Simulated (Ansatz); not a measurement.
# CH4AlGeNS: an energy map over bond length Ge5–H8 and bond length Ge5–H9

Aim: map the energy of CH₄AlGeNS, SMILES N=[C]1[AlH][S][GeH2]1 over two coordinates, and find its wells, ridges and stiffness.

Method: RKS BHLYP-D4/def2-SVP; program: Ansatz 0.2.0.

## Step 1: Starting geometry

SMILES `N=[C]1[AlH][S][GeH2]1`, 9 atoms, charge 0, spin multiplicity 1.

Atoms are counted from 1 here; the program's logs count them from 0.

Bond lengths: N1–C2 1.278 Å, N1–H6 1.040 Å, C2–Al3 2.006 Å, C2–Ge5 2.046 Å, Al3–S4 2.210 Å, Al3–H7 1.596 Å, S4–Ge5 2.282 Å, Ge5–H8 1.559 Å, Ge5–H9 1.559 Å. Angles: C2–N1–H6 113.1°, N1–C2–Al3 133.3°, N1–C2–Ge5 133.7°, Al3–C2–Ge5 93.0°, C2–Al3–S4 94.2°, C2–Al3–H7 138.1°, S4–Al3–H7 127.6°, Al3–S4–Ge5 81.7°, C2–Ge5–S4 91.0°, C2–Ge5–H8 117.0°, C2–Ge5–H9 117.1°, S4–Ge5–H8 110.5°, S4–Ge5–H9 110.4°, H8–Ge5–H9 109.4°.

Coordinates:

```xyz
9
CH4AlGeNS
N     0.3839    2.0589    0.2469
C     0.2882    0.8133   -0.0203
Al    1.3250   -0.4195   -1.2152
S     0.1344   -2.2032   -0.6821
Ge   -0.9563   -0.6791    0.6195
H    -0.3257    2.3843    0.9339
H     2.5587   -0.3378   -2.2242
H    -0.8643   -1.0809    2.1232
H    -2.4554   -0.5824    0.2011
```

This geometry comes from a loose relaxation at PBE in a small basis, which is not shown.

## Step 3: Setting up the map

The axes are (1) bond length Ge5–H8: 9 values from 1.349 to 1.917 Å; (2) bond length Ge5–H9: 9 values from 1.319 to 2.147 Å.

Nothing else is relaxed (all other coordinates rigid). Energies count from the relaxed molecule at the same level. Points are written as (first, second).

(The set-up runs are not shown.)

## Step 4: The run at (1.704 Å, 1.629 Å)

input.yaml reads:

```yaml
crystal:
  periodic: [false, false, false]
  atoms:
    - { symbol: "N", position_ang: [0.363537, 2.017476, 0.248093] }
    - { symbol: C, position_ang: [0.284982, 0.787763, -0.018977] }
    - { symbol: Al, position_ang: [1.322576, -0.418347, -1.208104] }
    - { symbol: S, position_ang: [0.130788, -2.176954, -0.681412] }
    - { symbol: Ge, position_ang: [-0.946203, -0.674686, 0.615053] }
    - { symbol: H, position_ang: [-0.338019, 2.331994, 0.918873] }
    - { symbol: H, position_ang: [2.534161, -0.325508, -2.196481] }
    - { symbol: H, position_ang: [-0.834097, -1.087583, 2.264466] }
    - { symbol: H, position_ang: [-2.509981, -0.533641, 0.181065] }
basis:
  gaussian: { orbitals: def2-SVP }
hamiltonian:
  xc: { name: BHLYP }
  dispersion: d4
output:
  forces: true
```

Launch:

```sh
> ansatz run input.yaml --threads 1 --pin off --max-ram 2560MiB --backend cpu --events-out ev --progress --plain --runs-dir out
```

The session goes on with these runs: the other points that were computed.

What does the calculation give? Wanted: lowest point; highest computed point; largest force on an atom; dipole moment.

**Answer**, as computed:

```
                       quantity                                                                               value
                   lowest point                                                   (1.562 Å, 1.526 Å), 0.17 kcal/mol
         highest computed point                                  (1.917 Å, 2.147 Å), 50.7 kcal/mol above the lowest
largest force on an atom (eV/Å)     0.5 at (1.562 Å, 1.526 Å) to 7.5 at (1.917 Å, 1.319 Å); 0.5 at the lowest point
              dipole moment (D)  1.12 at (1.775 Å, 1.836 Å) to 1.76 at (1.349 Å, 1.319 Å); 1.40 at the lowest point
        time for the whole task                                                     12 min on 1 thread, shared host
```

In words: The lowest computed point is at (1.562 Å, 1.526 Å), 0.17 kcal/mol from the relaxed molecule at the same level. No other kind of well shows on this grid. The highest computed point, (1.917 Å, 2.147 Å), lies 50.7 kcal/mol above the lowest. Round the minimum the two coordinates are nearly uncoupled.
